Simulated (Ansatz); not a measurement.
# AlCd3: the cost of one run

Computed with Ansatz 0.2.0 (DFT PBEsol, scalar-relativistic, plane waves, PAW, unless a step's input says otherwise).

## (1) The structure to begin with

Symmetry: I4/mmm, No. 139, tetragonal system. The conventional cell has a = 4.388 Å, b = 4.388 Å, c = 8.930 Å, α = 90.00°, β = 90.00°, γ = 90.00°. Al (site symmetry 4/mmm) has 12 Cd at 3.10 to 3.13 Å as nearest neighbours. Around Cd (site symmetry -4m2) lie 8 Cd at 3.10 to 3.13 Å and 4 Al at 3.13 Å. Cd (site symmetry 4/mmm) is surrounded by 4 Al at 3.10 Å and 8 Cd at 3.13 Å.

As a file:

```
Al Cd
1.0
    -2.19379    2.19379    4.46522
     2.19379   -2.19379    4.46522
     2.19379    2.19379   -4.46522
Al Cd
1 3
Cartesian
  0.0000 0.0000 0.0000
  0.0000 2.1938 2.2326
  2.1938 0.0000 2.2326
  0.0000 0.0000 4.4652
```

The structure comes from the Materials Project (structure only).

## (2) A change within the space group

The change: strain xx, yy, zz, yz, xz, xy = +1.5, +1.5, +4.5, +0.0, +0.0, +0.0 %.

input.yaml reads:

```yaml
crystal:
  lattice:
    - [-2.2259688406, 2.2259688406, 4.6646792881]
    - [2.2259688406, -2.2259688406, 4.6646792881]
    - [2.2259688406, 2.2259688406, -4.6646792881]
  atoms:
    - { symbol: Al, position: [0.0, 0.0, 0.0] }
    - { symbol: Cd, position: [0.75, 0.25, 0.5] }
    - { symbol: Cd, position: [0.25, 0.75, 0.5] }
    - { symbol: Cd, position: [0.5, 0.5, 0.0] }
basis:
  ecutwfc: 420
kpoints:
  mp_grid: { grid: [14, 14, 14] }
hamiltonian:
  xc: pbesol
scf:
  occupations: { method: gaussian, width: 0.1 }
output:
  forces: true
  stress: true
  eigenvalues: true
```

The run is started by

```console
> ansatz run input.yaml --threads 1 --pin off --max-ram 1331MiB --backend cpu --events-out ev --progress --plain --runs-dir out
```

What time and memory should one allow on 1 thread of an x86-64 CPU, shared host?

About 28 s, with a peak of 0.9 GiB.
